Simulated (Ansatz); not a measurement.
# Alloy of Si and Sn (6 of 64 Si sites exchanged), 64 atoms

How does this alloy cell relax, and what gap do PBEsol, HSE06 and r²SCAN give?

Method: density functional theory in Ansatz 0.2.0, PAW datasets, plane waves.

### Step 1. The system as built

64 atoms (58 Si, 6 Sn); a = 11.065 Å, b = 11.065 Å, c = 11.065 Å, α = 90.00°, β = 90.00°, γ = 90.00°. All atoms were shaken off their sites by about 0.02 Å along each axis.

Plan of the steps: (2) PBEsol cell relaxation at the single k point (½, ½, ½), on 7 threads; (3) HSE06 single point at the Γ point alone, on 7 threads; (4) r²SCAN single point at the Γ point alone, on 7 threads.

### Step 2. PBEsol relaxation of the cell and the positions

in.yaml

```yaml
crystal:
  lattice:
    - [11.064787, 0.000000, 0.000000]
    - [0.000000, 11.064787, 0.000000]
    - [0.000000, 0.000000, 11.064787]
  atoms:
    - { symbol: Si, position: [0.000697, 0.997889, 0.999862] }
    - { symbol: Si, position: [0.004072, 0.000317, 0.500018] }
    - { symbol: Si, position: [0.998505, 0.499060, 0.002729] }
    - { symbol: Si, position: [0.999975, 0.497315, 0.498449] }
    - { symbol: Si, position: [0.498898, 0.999203, 0.002998] }
    - { symbol: Si, position: [0.504253, 0.003901, 0.497784] }
    - { symbol: Si, position: [0.501339, 0.498715, 0.000287] }
    - { symbol: Si, position: [0.499575, 0.501881, 0.503384] }
    - { symbol: Si, position: [0.124228, 0.122327, 0.622724] }
    - { symbol: Si, position: [0.127982, 0.629849, 0.122797] }
    - { symbol: Si, position: [0.126644, 0.626124, 0.623173] }
    - { symbol: Si, position: [0.623048, 0.129006, 0.124742] }
    - { symbol: Si, position: [0.626345, 0.125791, 0.627880] }
    - { symbol: Si, position: [0.624607, 0.624460, 0.125053] }
    - { symbol: Si, position: [0.622557, 0.624990, 0.623086] }
    - { symbol: Si, position: [0.251830, 0.248219, 0.002173] }
    - { symbol: Si, position: [0.250540, 0.250901, 0.501184] }
    - { symbol: Si, position: [0.252497, 0.750893, 0.999231] }
    - { symbol: Si, position: [0.247125, 0.752344, 0.501689] }
    - { symbol: Si, position: [0.748384, 0.249689, 0.999442] }
    - { symbol: Si, position: [0.747957, 0.249577, 0.499927] }
    - { symbol: Si, position: [0.748563, 0.752017, 0.000567] }
    - { symbol: Si, position: [0.374574, 0.373839, 0.125371] }
    - { symbol: Si, position: [0.375896, 0.375889, 0.627705] }
    - { symbol: Si, position: [0.374197, 0.875951, 0.621923] }
    - { symbol: Si, position: [0.874401, 0.375251, 0.125471] }
    - { symbol: Si, position: [0.873078, 0.373193, 0.625040] }
    - { symbol: Si, position: [0.875507, 0.874295, 0.122945] }
    - { symbol: Si, position: [0.874382, 0.874406, 0.624280] }
    - { symbol: Si, position: [0.250176, 0.001203, 0.251707] }
    - { symbol: Si, position: [0.251462, 0.000660, 0.747591] }
    - { symbol: Si, position: [0.248837, 0.500095, 0.251371] }
    - { symbol: Si, position: [0.252542, 0.497542, 0.748469] }
    - { symbol: Si, position: [0.747843, 0.000842, 0.246166] }
    - { symbol: Si, position: [0.749538, 0.998769, 0.747772] }
    - { symbol: Si, position: [0.748837, 0.502231, 0.250904] }
    - { symbol: Si, position: [0.750914, 0.499384, 0.748514] }
    - { symbol: Si, position: [0.373598, 0.126195, 0.375347] }
    - { symbol: Si, position: [0.375680, 0.123549, 0.876597] }
    - { symbol: Si, position: [0.376383, 0.625695, 0.374968] }
    - { symbol: Si, position: [0.377215, 0.627439, 0.877321] }
    - { symbol: Si, position: [0.875610, 0.124828, 0.373264] }
    - { symbol: Si, position: [0.874233, 0.127312, 0.874122] }
    - { symbol: Si, position: [0.873469, 0.628413, 0.372668] }
    - { symbol: Si, position: [0.875438, 0.621522, 0.875789] }
    - { symbol: Si, position: [0.002132, 0.248894, 0.247412] }
    - { symbol: Si, position: [0.996472, 0.249990, 0.753534] }
    - { symbol: Si, position: [0.996380, 0.753076, 0.254055] }
    - { symbol: Si, position: [0.503186, 0.251933, 0.249460] }
    - { symbol: Si, position: [0.502068, 0.750754, 0.248854] }
    - { symbol: Si, position: [0.498097, 0.747874, 0.750664] }
    - { symbol: Si, position: [0.124324, 0.377341, 0.373254] }
    - { symbol: Si, position: [0.126765, 0.373565, 0.877103] }
    - { symbol: Si, position: [0.126100, 0.875686, 0.375778] }
    - { symbol: Si, position: [0.124746, 0.876252, 0.875408] }
    - { symbol: Si, position: [0.625616, 0.374114, 0.375170] }
    - { symbol: Si, position: [0.624786, 0.869784, 0.376343] }
    - { symbol: Si, position: [0.624667, 0.872950, 0.874034] }
    - { symbol: Sn, position: [0.124615, 0.123412, 0.121012] }
    - { symbol: Sn, position: [0.751823, 0.749120, 0.498803] }
    - { symbol: Sn, position: [0.376844, 0.876957, 0.124190] }
    - { symbol: Sn, position: [0.000730, 0.745542, 0.750617] }
    - { symbol: Sn, position: [0.502578, 0.246572, 0.748205] }
    - { symbol: Sn, position: [0.626998, 0.378684, 0.876893] }
kpoints:
  mp_grid: { grid: [1, 1, 1], shift: [0.5, 0.5, 0.5] }
hamiltonian:
  xc: pbesol
scf:
  occupations: { method: fermi_dirac, width: 0.01 }
relax:
  f_tol: 0.03
  max_steps: 80
  escape_saddle: false
  adjacent_minimum: "off"
  cell: { fix: [shape] }
output:
  forces: true
  eigenvalues: true
  populations: true
```

After this run come: HSE06 single point; r²SCAN single point.

**Question.** What will these runs give? Wanted: for each run, top filled to lowest empty.

As calculated:

| level | time | k points | top filled to lowest empty (eV) |
| --- | --- | --- | --- |
| PBEsol, relaxation | 29 s (7 CPU threads) | (½, ½, ½) | 1.34 |
| HSE06 | 2.6 min (7 CPU threads) | Γ | 1.01 |
| r²SCAN | 24 s (7 CPU threads) | Γ | 0.60 |

```
     quantity                                                                         value
   relaxation                                              6 recorded steps, 4.38 eV gained
largest shift                                                 0.23 Å (Si7 and others alike)
 relaxed cell  a = 11.080 Å, b = 11.080 Å, c = 11.080 Å, α = 90.00°, β = 90.00°, γ = 90.00°
   mean bonds                                                    Si–Si 2.371, Si–Sn 2.532 Å
```

**In words.** The relaxation lowers the energy by 4.38 eV; the largest shift is 0.23 Å (Si7 and others alike), while the volume changes by +0.4 %. The mean lengths of the listed bonds run from Si–Si 2.37 Å to Si–Sn 2.53 Å. At the same k points, r²SCAN gives a spacing 0.41 eV smaller than the 1.01 eV of HSE06. Rows on different k points differ by sampling as well as by level. The HSE06 single point took about 6.4 times as long as the r²SCAN one on the same kind of device. Spin–orbit coupling is left out, which matters for the band edges of the heavier elements here. With one k point the spacing samples only the states that fold onto it, so it can exceed the gap over the zone.
